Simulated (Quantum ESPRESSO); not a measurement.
Runs of Quantum ESPRESSO 7.5 on WAu. It takes space group F-43m (No. 216, cubic). The conventional cell has a = 5.496 Å, b = 5.496 Å, c = 5.496 Å, α = 90.00°, β = 90.00°, γ = 90.00°. W (site symmetry -43m) has 4 Au at 2.38 Å as nearest neighbours. Au (site symmetry -43m) is surrounded by 4 W at 2.38 Å. The cell was built by a generator and needn't be a form met in nature.

```tsv
task	level	potentials or basis	cutoff (eV)	smearing	diago david ndim	other keys	gap on the mesh (eV)	pressure (GPa)
single point	PBE	SSSP 1.3 efficiency PBE	816	fermi-dirac 0.05 eV	-	-	none	32.9
single point	vdW-DF3-opt1	SPMS 1.0 PBE	925	fermi-dirac 0.2 eV	-	-	none	29.0
band structure	PBE+D3	PseudoDojo 0.4.1 SR PBEsol standard	1034	cold 0.136 eV	4	smearing = cold; width = 0.136; diago_david_ndim = 4	none	25.9
single point	PBEsol	PseudoDojo 0.4 SR PBEsol stringent	1034	fermi-dirac 0.2 eV	-	-	none	(a)
```

Alike in all rows: no spin polarisation; cell as given; k mesh 8 × 8 × 8.

Task: Estimate the missing entries.

Result: (a) 26.3.

Caveats: a pressure of tens of GPa on the cell as given is suspect, and the run, the potentials or the cell itself is likely at fault (some runs); the potentials were made for another functional, which shifts forces and pressure (some runs); so large a pressure means that the cell lies far from this level's equilibrium, or that cutoff or potentials fall short (some runs); spin-orbit coupling is left out, which moves the levels of the heavy elements (some runs); pairwise dispersion overbinds metals, which lowers pressure and volume (some runs).

A k mesh can miss the band edges, and the runs leave out spin-orbit coupling on Au, W.

A gap of «none» marks a metal or a gap under the smearing width.
